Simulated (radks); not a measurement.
**Valence configurations of Br⁺**

One table from this session's results is given with a row withheld; the runs are named, their logs left out.

Program: radks (a radial shooting solver on a logarithmic mesh, Libxc functionals) version 1. Level of theory: Dirac Kohn-Sham, PBE, spin-unpolarised, spherical densities, finite nucleus; open shells fill j = l - 1/2 first. These are calculated values, not measurements, unless marked.

## Starting point

- element: bromine (Z = 35)
- charge: +1
- electrons: 34
- configuration: [Ar] 3d10 4s2 4p4
- nuclear rms radius: 4.1629 fm
- others tried: 3d10 4s1.5 4p4.5; 3d9.5 4s1.5 4p5; 3d9 4s2 4p5; 3d10 4s1 4p5; 3d9 4s1 4p6; 3d8 4s2 4p6; 3d10 4s0.5 4p5.5; 3d10 4p6; 3d9.5 4s2 4p4.5

The first run:

Settings of this run:

```text
Z 35
configuration [Ar] 3d10 4s2 4p4
relativity Dirac
functional pbe,pbe
spin unpolarised
j_filling energy
nucleus finite rms 4.1629 fm
c 137.035999084
```

Started as:

```
$ python run_ks.py task.json out
```

The same process makes all the runs of this session.

Steps of the session up to this table: [Ar] 3d10 4s2 4p4.

One table of the session follows, with a row left open; its other results are not shown here.

It belongs to the step «[Ar] 3d10 4s2 4p4». From the orbitals of this run (lengths in bohr):

```
level     <r>  outermost maximum (interpolated)  90 % within  nodes
3s1/2  0.5512                             0.484        0.821      2
3p1/2  0.5569                             0.475        0.851      1
3p3/2  0.5674                             0.484        0.866      1
3d3/2  0.5875                             0.429        0.968      0
3d5/2       ?                                 ?            ?      ?
4s1/2   1.635                              1.41         2.42      3
4p1/2   1.939                              1.61         2.94      2
4p3/2   1.976                              1.64         3.00      2
```

**Question.** Estimate the row for 3d5/2.

As computed: <r>: 0.5916; outermost maximum (interpolated): 0.432; 90 % within: 0.975; nodes: 0. In the column «<r>» it lies between 3d3/2 (0.5875) and 4s1/2 (1.635).
